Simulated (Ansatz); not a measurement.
# SiW2: the cost of one run

Program: Ansatz 0.2.0. Level of theory: DFT PBE, scalar-relativistic, plane waves, PAW, unless a step names another level. These are calculated values, not measurements.

7 further runs of the same task are left out: 1 for a known fault of the program, 1 that didn't finish, 5 set aside as unsound or not needed. Runs told in other sessions of the task aren't counted.

## 1. Plan

Pauling electronegativities: Si 1.90, W 2.36 (spread 0.46). No set of common oxidation states balances it. Tabulated atomic sizes suggest about 16 Å³/atom. 27 candidates were drawn, by swapping species into database cells of other compounds, at random by space group and Wyckoff sites, or by hand, as the table says:

```csv
name,made from,space group no.,Wyckoff sites,atoms (primitive cell),V (Å³/atom)
c01,random,191,Si 1a; W 2e,3,20.5
c02,random,194,"Si 2b; W 2c, 2a",6,16.5
c03,random,141,Si 4b; W 8d,6,20.2
c04,random,123,"Si 1c; W 1d, 1b",3,18.7
c05,random,191,Si 2e; W 4h,6,19.5
c06,built by hand: bcc ordered along 111,164,Si 1a; W 2d,3,15.8
c07,database cell of P2Os,58,Si 2a; W 4g,6,13.5
c08,built by hand: CuAl2 (C16),140,Si 4a; W 8h,6,15.8
c09,random,123,Si 1c; W 2f,3,16.4
c10,random,225,Si 4b; W 8c,3,19.4
c11,database cell of CeSe2,129,"Si 2c; W 2c, 2a",6,14.3
c12,database cell of SiPt2,139,Si 2a; W 4d,3,16.3
c13,database cell of Sn2Pt,225,Si 4a; W 8c,3,15.3
c14,random,216,"Si 4b, 4c; W 16e",6,19.2
c15,database cell of TiS2,164,Si 1a; W 2d,3,15.5
c16,database cell of HoCd2,191,Si 1a; W 2d,3,16.4
c17,database cell of SmRu2,227,Si 8a; W 16d,6,16.7
c18,random,139,Si 2b; W 4c,3,20.2
c19,built by hand: Co2Si (C23/C37),62,"Si 4c; W 4c, 4c",12,15.8
c20,built by hand: segregated bcc slabs along 001,129,"Si 2c; W 2c, 2c",6,15.8
c21,random,166,Si 3b; W 6c,3,16.3
c22,database cell of Si2W,139,Si 2a; W 4e,3,14.1
c23,random,137,Si 2a; W 4d,6,16.2
c24,built by hand: Fe2P (C22),189,"Si 2c, 1b; W 3f, 3g",9,15.8
c25,database cell of Ag2O,224,Si 2a; W 4c,6,17.9
c26,random,191,Si 1b; W 2e,3,18.8
c27,built by hand: anti-MoSi2 (C11b),139,Si 2a; W 4e,3,15.8
```

## 2. Screening run of c08

Input file input.yaml:

```yaml
crystal:
  lattice:
    - [-3.075, 3.075, 2.505]
    - [3.075, -3.075, 2.505]
    - [3.075, 3.075, -2.505]
  atoms:
    - { symbol: Si, position: [0.25, 0.25, 0.0] }
    - { symbol: Si, position: [0.75, 0.75, 0.0] }
    - { symbol: W, position: [0.162, 0.662, 0.824] }
    - { symbol: W, position: [0.838, 0.338, 0.176] }
    - { symbol: W, position: [0.662, 0.838, 0.5] }
    - { symbol: W, position: [0.338, 0.162, 0.5] }
basis:
  ecutwfc: 420
kpoints:
  mp_grid: { grid: [4, 4, 4] }
hamiltonian:
  xc: pbe
scf:
  occupations: { method: gaussian, width: 0.2 }
  lower_state_search: "off"
output:
  forces: true
  stress: true
  eigenvalues: true
relax:
  adjacent_minimum: "off"
  f_tol: 0.08
  max_steps: 16
  cell: { stress_tol: 0.8 }
```

Started as:

```bash
$ ansatz run input.yaml --threads 1 --pin off --max-ram 2560MiB --backend cpu --events-out ev --progress --plain --runs-dir out
```

**Question.** How long does this run take on 1 thread of Arm Neoverse V1, shared host, and how much memory does it need?

About 17 s, with a peak of 0.37 GiB.
